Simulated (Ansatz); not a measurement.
# GaSb3: the cost of one run

Method: DFT PBE+D3(BJ), scalar-relativistic, plane waves, PAW, in Ansatz 0.2.0.

4 further runs of the same task are left out: 1 that didn't finish, 3 set aside as unsound or not needed.

## (1) Starting point

It takes space group Fm-3m (No. 225, cubic). The conventional cell has a = 7.296 Å, b = 7.296 Å, c = 7.296 Å, α = 90.00°, β = 90.00°, γ = 90.00°. Around Ga (site symmetry m-3m) lie 8 Sb at 3.16 Å. Sb (site symmetry -43m) is surrounded by 4 Ga at 3.16 Å and 4 Sb at 3.16 Å. Sb (site symmetry m-3m) is surrounded by 8 Sb at 3.16 Å.

As a file:

```cif
data_structure
_symmetry_space_group_name_H-M 'Fm-3m'
_symmetry_Int_Tables_number 225
_cell_length_a 7.2958
_cell_length_b 7.2958
_cell_length_c 7.2958
_cell_angle_alpha 90.000
_cell_angle_beta 90.000
_cell_angle_gamma 90.000
_cell_volume 388.34
loop_
_atom_site_label
_atom_site_type_symbol
_atom_site_symmetry_multiplicity
_atom_site_Wyckoff_symbol
_atom_site_fract_x
_atom_site_fract_y
_atom_site_fract_z
_atom_site_occupancy
Ga1 Ga 4 a 0.00000 0.00000 0.00000 1
Sb1 Sb 8 c 0.75000 0.75000 0.25000 1
Sb2 Sb 4 b 0.50000 0.00000 0.00000 1
```

It goes back to an entry of the Materials Project, which need not be the stable form.

It is built from the cell relaxed beforehand with the same method (24.27 Å³/atom).

## (2) The undisturbed cell

File input.yaml:

```yaml
crystal:
  lattice:
    - [3.6478901002, -3.6478901002, 0.0]
    - [3.6478901002, 0.0, -3.6478901002]
    - [7.2957802004, 7.2957802004, 7.2957802004]
  atoms:
    - { symbol: Ga, position: [1.0, 0.0, 0.0] }
    - { symbol: Ga, position: [0.3333333333, 0.3333333333, 0.6666666667] }
    - { symbol: Ga, position: [0.6666666667, 0.6666666667, 0.3333333333] }
    - { symbol: Sb, position: [0.6666666667, 0.6666666667, 0.5833333333] }
    - { symbol: Sb, position: [1.0, 0.0, 0.25] }
    - { symbol: Sb, position: [0.3333333333, 0.3333333333, 0.9166666667] }
    - { symbol: Sb, position: [0.6666666667, 0.6666666667, 0.0833333333] }
    - { symbol: Sb, position: [1.0, 0.0, 0.75] }
    - { symbol: Sb, position: [0.3333333333, 0.3333333333, 0.4166666667] }
    - { symbol: Sb, position: [0.6666666667, 0.6666666667, 0.8333333333] }
    - { symbol: Sb, position: [1.0, 0.0, 0.5] }
    - { symbol: Sb, position: [0.3333333333, 0.3333333333, 0.1666666667] }
basis:
  ecutwfc: 420
kpoints:
  mp_grid: { grid: [11, 11, 4] }
hamiltonian:
  xc: pbe
  dispersion: d3bj
scf:
  occupations: { method: gaussian, width: 0.15 }
output:
  forces: true
  stress: true
  eigenvalues: true
  write_density: true
  write_potential: true
  elf: true
  volumetric_format: npy
```

Run with:

```
ansatz run input.yaml --threads 2 --pin off --max-ram 5120MiB --backend cpu --events-out ev --progress --plain --runs-dir out
```

**Question.** How long does this run take on 2 threads of Arm Neoverse V1, shared host, and how much memory does it need?

About 77 s, with a peak of 1.4 GiB.
